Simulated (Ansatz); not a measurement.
# In4B2As: the cost of one run

Method: DFT PBE, scalar-relativistic, plane waves, PAW, in Ansatz 0.2.0.

**1. The starting structure**

Symmetry: I4/mmm, No. 139, tetragonal system. Conventional cell: a = 4.242 Å, b = 4.242 Å, c = 13.833 Å, α = 90.00°, β = 90.00°, γ = 90.00°. In (site symmetry mmm) has 2 As at 2.12 Å and 4 B at 2.93 Å in its first shell of neighbours. Around In (site symmetry 4mm) lie 1 As at 2.12 Å and 5 B at 2.77 to 3.00 Å and 4 In at 3.00 Å. B (site symmetry 4mm) has 9 In at 2.77 to 3.00 Å in its first shell of neighbours. As (site symmetry 4/mmm) is surrounded by 6 In at 2.12 Å.

Coordinates:

```cif
data_structure
_symmetry_space_group_name_H-M 'I4/mmm'
_symmetry_Int_Tables_number 139
_cell_length_a 4.2415
_cell_length_b 4.2415
_cell_length_c 13.8333
_cell_angle_alpha 90.000
_cell_angle_beta 90.000
_cell_angle_gamma 90.000
_cell_volume 248.87
loop_
_atom_site_label
_atom_site_type_symbol
_atom_site_symmetry_multiplicity
_atom_site_Wyckoff_symbol
_atom_site_fract_x
_atom_site_fract_y
_atom_site_fract_z
_atom_site_occupancy
In1 In 4 c 0.00000 0.50000 0.00000 1
In2 In 4 e 0.00000 0.00000 0.15331 1
B1 B 4 e 0.00000 0.00000 0.35377 1
As1 As 2 a 0.00000 0.00000 0.00000 1
```

(A quick probe on a coarse mesh, which set the mesh and smearing, is not shown.)

**3. A loose first relaxation**

input.yaml reads:

```yaml
crystal:
  lattice:
    - [-2.1207584445, 2.1207584445, 6.9166425423]
    - [2.1207584445, -2.1207584445, 6.9166425423]
    - [2.1207584445, 2.1207584445, -6.9166425423]
  atoms:
    - { symbol: In, position: [0.5, 0.0, 0.5] }
    - { symbol: In, position: [0.0, 0.5, 0.5] }
    - { symbol: In, position: [0.15331, 0.15331, 0.0] }
    - { symbol: In, position: [0.84669, 0.84669, 0.0] }
    - { symbol: B, position: [0.35377, 0.35377, 0.0] }
    - { symbol: B, position: [0.64623, 0.64623, 0.0] }
    - { symbol: As, position: [0.0, 0.0, 0.0] }
basis:
  ecutwfc: 420
kpoints:
  mp_grid: { grid: [6, 6, 6] }
hamiltonian:
  xc: pbe
scf:
  occupations: { method: gaussian, width: 0.1 }
  lower_state_search: "off"
output:
  forces: true
  stress: true
  eigenvalues: true
relax:
  adjacent_minimum: "off"
  f_tol: 0.04
  max_steps: 70
  cell: { stress_tol: 0.4 }
```

The run is started by

```
> ansatz run input.yaml --threads 1 --pin off --max-ram 2560MiB --backend cpu --events-out ev --progress --plain --runs-dir out
```

Q: Estimate wall time and peak memory on 1 thread of Arm Neoverse V2, shared host.

About 4.1 min, with a peak of 0.52 GiB.
